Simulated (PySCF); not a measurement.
# F2Fe2H8N2 ([(NH3)FFe(mu-H)2Fe(NH3)F]2+): the cost of one run

Computed with PySCF 2.14.0 and routines of our own; the level stands in each step. Atoms count from 0.

### Step 1. The starting structure

14 atoms, charge 2, high-spin multiplicity 11; geometry from: idealised, bond lengths from ionic radii.

The system (edge-sharing dimer): [(NH3)FFe(mu-H)2Fe(NH3)F]2+. The metals (Fe(III), Fe(III)) are 2.44 Å apart; the bridge angle is 100°; the spin sites are atom 0 (5 unpaired) and atom 1 (5 unpaired).

### Step 2. Magnetic exchange: PBE0/def2-SVP in water

Job settings and geometry (Å):

```
{"job": {"kind": "bs", "xc": "PBE0", "basis": "def2-SVP", "grid": 1, "solvent": "water"}, "charge": 2, "high_spin_multiplicity": 11, "spin_sites": [[[0], 5], [[1], 5]]}
Fe    -1.222200    -0.000000    -0.000000
Fe     1.222200    -0.000000    -0.000000
H     -0.000000     1.031000    -0.000000
H     -0.000000    -1.031000    -0.000000
N     -2.291600    -0.000000     1.594600
H     -1.991300     0.732100     2.238200
H     -3.275200     0.160500     1.377000
H     -2.222100    -0.892600     2.083300
F     -2.224800    -0.000000    -1.494900
N      2.291600    -0.000000    -1.594600
H      3.001100     0.732100    -1.560900
H      2.770200    -0.892600    -1.715700
H      1.717200     0.160500    -2.422000
F      2.224800    -0.000000     1.494900
```

With the program's defaults for keys left out, this is: PBE0/def2-SVP high-spin and broken-symmetry single points, IEF-PCM water.

The run is started by

```
> OMP_NUM_THREADS=1 python exch_run.py task.json out
```

One launch serves the whole session: the jobs run in the order shown.

Q: Estimate the wall time and peak memory of this first job on 1 thread of Intel Xeon Platinum 8259CL at 2.50GHz, shared host.

About 44 s, with a peak of 0.71 GiB.
